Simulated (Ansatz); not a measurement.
# K+ with HF: structure and interaction energy

One table from this session's results is given with a row withheld; the runs are named, their logs left out.

Program: Ansatz 0.2.0, Gaussian basis. Level of theory: PBE0-D4 structure, single points in def2-TZVPPD. These are calculated values, not measurements.

Levels: PBE-D4, revPBE-D4, BLYP-D4, r2SCAN-D4, B97M-V, PBE0-D4, B3LYP-D4, HSE06-D4, wB97X-V, wB97M-V, B2PLYP, Hartree-Fock, MP2, CCSD, CCSD(T). The reference is CCSD(T) extrapolated to the basis limit. For elements past Ar these valence bases correlate outer-core shells poorly and lack relativity, so that limit is rough.

Correlated methods freeze the cores. The outer core shell of Li, Na, Mg and K is correlated. B3LYP uses VWN-RPA correlation. B2PLYP carries no dispersion term here.

163 further runs of the same task are left out: 163 set aside as unsound or not needed.

### Where the work starts

The pair, from a GFN2-xTB docking trial: 3 atoms, charge 1, spin multiplicity 1.

Atoms are counted from 1 here; the program's logs count them from 0.

Bond lengths: K1–F2 2.277 Å, F2–H3 0.947 Å. Angles: K1–F2–H3 178.7°.

Geometry (Å):

```xyz
3
charge 1, multiplicity 1
K     0.0364    0.0509   -1.8325
F    -0.0038   -0.0054    0.4434
H    -0.0326   -0.0456    1.3891
```

Atoms 1 to 1 are fragment A (K+), the rest fragment B (HF).

Set-up of the first run:

Input file pre/in.yaml:

```yaml
crystal:
  periodic: [false, false, false]
  atoms:
    - {symbol: K, position_ang: [0.036400, 0.050900, -1.832500]}
    - {symbol: F, position_ang: [-0.003800, -0.005400, 0.443400]}
    - {symbol: H, position_ang: [-0.032600, -0.045600, 1.389100]}
basis:
  gaussian: {orbitals: def2-SVP}
total_charge: 1
hamiltonian: {xc: pbe, dispersion: d4}
relax: {f_tol: 0.03, max_steps: 250}
```

Launch:

```bash
$ ansatz run in.yaml --threads 2 --pin off --events-out ev --progress --plain --max-ram 5222MiB
```

Steps of the session up to this table: A first relaxation in a small basis; Relaxation at PBE0-D4; wB97X-V/def2-TZVPPD; wB97M-V/def2-TZVPPD; B2PLYP/def2-TZVPPD; B97M-V/def2-TZVPPD; CCSD(T)/def2-TZVPPD; Vibrations of the pair.

One of the session's tables, all rows but one given; the rest of the session is left out.

| method | interaction (kJ/mol) |
| --- | --- |
| PBE-D4 | -50.33 |
| revPBE-D4 | -46.49 |
| BLYP-D4 | -49.68 |
| r2SCAN-D4 | -51.84 |
| B97M-V | -51.33 |
| PBE0-D4 | -51.79 |
| B3LYP-D4 | -52.16 |
| HSE06-D4 | -51.80 |
| wB97X-V | -51.65 |
| wB97M-V | ? |
| B2PLYP | -50.63 |
| Hartree-Fock | -50.53 |
| MP2 | -49.47 |
| CCSD | -49.37 |
| CCSD(T) | -49.13 |
| CCSD(T)/CBS | -51.81 |

Estimate the missing values for wB97M-V.

**Answer.** interaction (kJ/mol): -51.63. In the column «interaction (kJ/mol)» it lies between wB97X-V (-51.65) and B97M-V (-51.33).

Among the levels timed on like hardware, those that no quicker one beats, quickest first: PBE-D4 (1.9 s, +1.48 kJ/mol); PBE0-D4 (2.1 s, +0.02 kJ/mol); HSE06-D4 (2.5 s, 0.00 kJ/mol).

HSE06-D4 reaches 0.00 kJ/mol from the reference in 2.5 s; the quickest level in the cost chart, PBE-D4, takes 1.9 s and misses by 1.48 kJ/mol.

To keep in mind: A lower arrangement may exist.
